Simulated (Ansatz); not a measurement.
# B₂FH₅Si: a ladder of functionals and wavefunction methods

An exercise on one series of results from a longer session: the logs are not shown, and one member is left open.

Method: functionals in def2-TZVPP, the program's frozen cores in correlated methods; program: Ansatz 0.2.0, Gaussian basis.

Levels to be run: LDA (SPW92), PBE-D4, revPBE-D4, BLYP-D4, r2SCAN-D4, B97M-V, PBE0-D4, B3LYP-D4, r2SCANh-D4, r2SCAN0-D4, HSE06-D4, BHLYP-D4, CAM-B3LYP-D4, LC-ωPBE, ωB97X-V, ωB97M-V, B2PLYP, PBE-QIDH; CCSD(T)/def2-SVP; CCSD(T)/def2-TZVPP; MP2/def2-QZVPP; extrapolation to the limit; RPA on PBE.

**The relaxed structure**

An earlier PBE0-D4 in a triple-zeta def2 set relaxation fixed the geometry.

SMILES `FBB[SiH3]`, 9 atoms, charge 0, spin multiplicity 1.

Atoms are counted from 1 here; the program's logs count them from 0.

Bond lengths: F1–B2 1.328 Å, B2–B3 1.663 Å, B2–H5 1.210 Å, B3–Si4 2.013 Å, B3–H6 1.199 Å, Si4–H7 1.489 Å, Si4–H8 1.487 Å, Si4–H9 1.494 Å. Angles: F1–B2–B3 124.3°, F1–B2–H5 116.1°, B3–B2–H5 119.5°, B2–B3–Si4 123.3°, B2–B3–H6 121.1°, Si4–B3–H6 115.5°, B3–Si4–H7 112.1°, B3–Si4–H8 114.7°, B3–Si4–H9 104.9°, H7–Si4–H8 108.6°, H7–Si4–H9 108.2°, H8–Si4–H9 108.1°.

The first run:

in.yaml

```yaml
crystal:
  periodic: [false, false, false]
  atoms:
    - {symbol: F, position_ang: [1.412212, 1.443822, -1.812428]}
    - {symbol: B, position_ang: [0.557727, 0.439214, -1.657630]}
    - {symbol: B, position_ang: [-0.551051, 0.333062, -0.423324]}
    - {symbol: Si, position_ang: [-0.142863, -0.505046, 1.360899]}
    - {symbol: H, position_ang: [0.638748, -0.458806, -2.464730]}
    - {symbol: H, position_ang: [-1.678060, 0.716165, -0.568976]}
    - {symbol: H, position_ang: [-1.236848, -1.404309, 1.819910]}
    - {symbol: H, position_ang: [1.141134, -1.253444, 1.417343]}
    - {symbol: H, position_ang: [-0.052398, 0.643042, 2.311836]}
basis:
  gaussian: {orbitals: def2-TZVPP}
hamiltonian: {xc: lda}
output: {orbitals: {seedname: orbitals}}
```

On the command line:

```console
> ansatz run in.yaml --threads 2 --pin off --events-out ev --progress --plain --max-ram 4352MiB
```

Steps of the session up to this table: LDA; PBE-D4 (GGA); revPBE-D4 (GGA); BLYP-D4 (GGA); r2SCAN-D4 (meta-GGA); B97M-V (meta-GGA); PBE0-D4 (hybrid); B3LYP-D4 (hybrid); r2SCANh-D4 (hybrid); r2SCAN0-D4 (hybrid); HSE06-D4 (hybrid); BHLYP-D4 (hybrid); CAM-B3LYP-D4 (range-separated); LC-ωPBE (range-separated); ωB97X-V (range-separated); ωB97M-V (range-separated); B2PLYP (double hybrid); PBE-QIDH (double hybrid).

One of the session's tables, all rows but one given; the rest of the session is left out.

| functional | HOMO (eV) | LUMO (eV) | gap (eV) |
| --- | --- | --- | --- |
| LDA (SPW92) | -6.76 | -3.89 | 2.87 |
| PBE-D4 | -6.67 | -3.62 | 3.05 |
| revPBE-D4 | -6.63 | -3.51 | 3.12 |
| BLYP-D4 | -6.59 | -3.43 | 3.16 |
| r2SCAN-D4 | ? | ? | ? |
| B97M-V | -7.08 | -3.44 | 3.64 |
| PBE0-D4 | -8.00 | -2.65 | 5.35 |
| B3LYP-D4 | -7.81 | -2.82 | 4.99 |
| r2SCANh-D4 | -7.44 | -2.99 | 4.45 |
| r2SCAN0-D4 | -8.17 | -2.48 | 5.68 |
| HSE06-D4 | -7.59 | -3.03 | 4.56 |
| BHLYP-D4 | -9.23 | -1.55 | 7.68 |
| CAM-B3LYP-D4 | -9.40 | -1.48 | 7.91 |
| LC-ωPBE | -10.73 | -0.30 | 10.42 |
| ωB97X-V | -10.37 | -0.41 | 9.97 |
| ωB97M-V | -10.19 | -0.66 | 9.53 |

Q: Estimate the row for r2SCAN-D4 from the others.

Worked estimate for «HOMO (eV)». Against the share of exact exchange, r2SCANh-D4 (0.1, -7.44), r2SCAN0-D4 (0.25, -8.17) give a slope of -4.87 per unit share; at 0 the line stands at -6.95.

**Answer.** HOMO (eV): -6.94; LUMO (eV): -3.32; gap (eV): 3.62. In «HOMO (eV)» the line misses by -0.01.
